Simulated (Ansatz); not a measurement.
**SiBH₄NF₂: how energies converge with the basis set**

How large a basis does SiBH₄NF₂ need? Two functionals are run in growing sets.

The runs use Ansatz 0.2.0, Gaussian basis; one geometry, several basis sets.

Levels to be run: PBE0-D4/def2-SVP; ωB97M-V/def2-SVP; PBE0-D4/def2-QZVPP; ωB97M-V/def2-QZVPP; the functionals' def2-TZVPP values are taken from earlier runs.

## 1. The relaxed structure

An earlier PBE0-D4/def2-TZVP relaxation fixed the geometry.

9 atoms, charge 0, spin multiplicity 1.

Atoms are counted from 1 here; the program's logs count them from 0.

Bond lengths: F1–B2 1.328 Å, B2–F3 1.330 Å, B2–N4 1.402 Å, N4–Si5 1.745 Å, N4–H6 1.008 Å, Si5–H7 1.484 Å, Si5–H8 1.483 Å, Si5–H9 1.484 Å. Angles: F1–B2–F3 117.4°, F1–B2–N4 122.2°, F3–B2–N4 120.4°, B2–N4–Si5 126.6°, B2–N4–H6 116.0°, Si5–N4–H6 117.4°, N4–Si5–H7 106.3°, N4–Si5–H8 110.8°, N4–Si5–H9 111.1°, H7–Si5–H8 109.9°, H7–Si5–H9 109.7°, H8–Si5–H9 108.9°.

## 2. PBE0-D4 in def2-SVP

in.yaml

```yaml
crystal:
  periodic: [false, false, false]
  atoms:
    - {symbol: F, position_ang: [2.665002, -0.718089, 0.142930]}
    - {symbol: B, position_ang: [1.339313, -0.778213, 0.102778]}
    - {symbol: F, position_ang: [0.778106, -1.981870, 0.176433]}
    - {symbol: N, position_ang: [0.543318, 0.370115, -0.012653]}
    - {symbol: Si, position_ang: [-1.200119, 0.425625, -0.075891]}
    - {symbol: H, position_ang: [1.037082, 1.247948, -0.061247]}
    - {symbol: H, position_ang: [-1.565226, 1.853297, -0.249459]}
    - {symbol: H, position_ang: [-1.711949, -0.369630, -1.218423]}
    - {symbol: H, position_ang: [-1.797029, -0.095482, 1.178433]}
basis:
  gaussian: {orbitals: def2-SVP}
hamiltonian: {xc: pbe0, dispersion: d4}
output: {orbitals: {seedname: orbitals}}
```

Command:

```
$ ansatz run in.yaml --threads 2 --pin off --events-out ev --progress --plain --max-ram 4352MiB
```

Further steps of the session: ωB97M-V in def2-SVP; PBE0-D4 in def2-QZVPP; ωB97M-V in def2-QZVPP.

**Question.** What will the summary of the whole plan be? Wanted: PBE0-D4: double and triple zeta above quadruple; ωB97M-V: double and triple zeta above quadruple.

The runs gave:

| quantity | value |
| --- | --- |
| PBE0-D4: double and triple zeta above quadruple | 12.69, 0.69 eV |
| ωB97M-V: double and triple zeta above quadruple | 12.85, 0.64 eV |

In words: For PBE0-D4 the step from double to triple zeta gains 12.00 eV and the next only 0.69 eV. Total energies overstate the basis error of differences, where much of it tends to cancel. The LUMO of ωB97M-V is positive and keeps falling with the basis (2.47 to 1.20 eV): an unbound level that the basis holds in place.
